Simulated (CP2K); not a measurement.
Runs of CP2K 2026.2 on HPbNO4. The typed cell holds 7 atoms: a = 4.204 Å, b = 4.339 Å, c = 6.729 Å, α = 71.95°, β = 72.29°, γ = 62.23°. The cell was built by a generator and needn't be a form met in nature.

```csv
task,level,potentials or basis,cell,k mesh,smearing,EPS_DEFAULT,k points reduced by the point group,CUTOFF of the grids,EXTRAPOLATION,optimiser,gap on the mesh (eV),pressure (GPa),relaxed volume (Å³/atom),largest force (eV/Å)
single point,PBE,"POTENTIAL_UZH H GTH-PBE-q1, Pb GTH-PBE-q4, N GTH-PBE-q5, O GTH-PBE-q6; TZVP-MOLOPT-PBE-GTH basis","atoms moved at random, drawn with an rms of 0.05 Å",7 × 7 × 5,fermi-dirac 0.05 eV,1.0E-10,yes,600 Ry,-,-,2.73,3.9,-,2.65
relaxation of cell and atoms,PBE+D3(BJ),"POTENTIAL_UZH H GTH-PBE-q1, Pb GTH-PBE-q4, N GTH-PBE-q5, O GTH-PBE-q6; DZVP-MOLOPT-PBE-GTH basis",relaxed,6 × 6 × 4,fermi-dirac 0.05 eV,1.0E-9,-,600 Ry,USE_PREV_P,BFGS,2.59,0.0,(a),0.05
atomic charges,PBE,"POTENTIAL_UZH H GTH-PBE-q1, Pb GTH-PBE-q4, N GTH-PBE-q5, O GTH-PBE-q6; TZVP-MOLOPT-PBE-GTH basis",as given,7 × 7 × 5,fermi-dirac 0.0259 eV,1.0E-9,yes,600 Ry,-,-,2.74,(b),-,-
band structure,LDA,"POTENTIAL_UZH H GTH-PBE-q1, Pb GTH-PBE-q4, N GTH-PBE-q5, O GTH-PBE-q6; TZVP-MOLOPT-PBE-GTH basis",as given,7 × 7 × 5,fermi-dirac 0.05 eV,1.0E-9,yes,1000 Ry,-,-,2.64,-1.2,-,0.81
relaxation of cell and atoms,PBE,"POTENTIAL_UZH H GTH-PBE-q1, Pb GTH-PBE-q4, N GTH-PBE-q5, O GTH-PBE-q6; DZVP-MOLOPT-PBE-GTH basis",relaxed,6 × 6 × 4,fermi-dirac 0.05 eV,1.0E-9,-,600 Ry,USE_PREV_P,BFGS,2.60,0.0,14.64,-
```

Alike in all rows: no spin polarisation.

Fill in the values left out.

(a) 14.30; (b) 1.6.

Caveats: spin-orbit coupling is left out, which as a rule narrows the gap of such compounds by several tenths of an eV; the basis of atomic orbitals isn't converged, which shifts pressures, moduli and gaps; an odd mesh through Γ misses points on the zone boundary, where band edges often lie (some runs); the forces don't sum to zero, a sign of grid noise (some runs); the potentials were made for another functional, which shifts forces and pressure (some runs).

A k mesh can miss the band edges, and the runs leave out spin-orbit coupling on Pb.
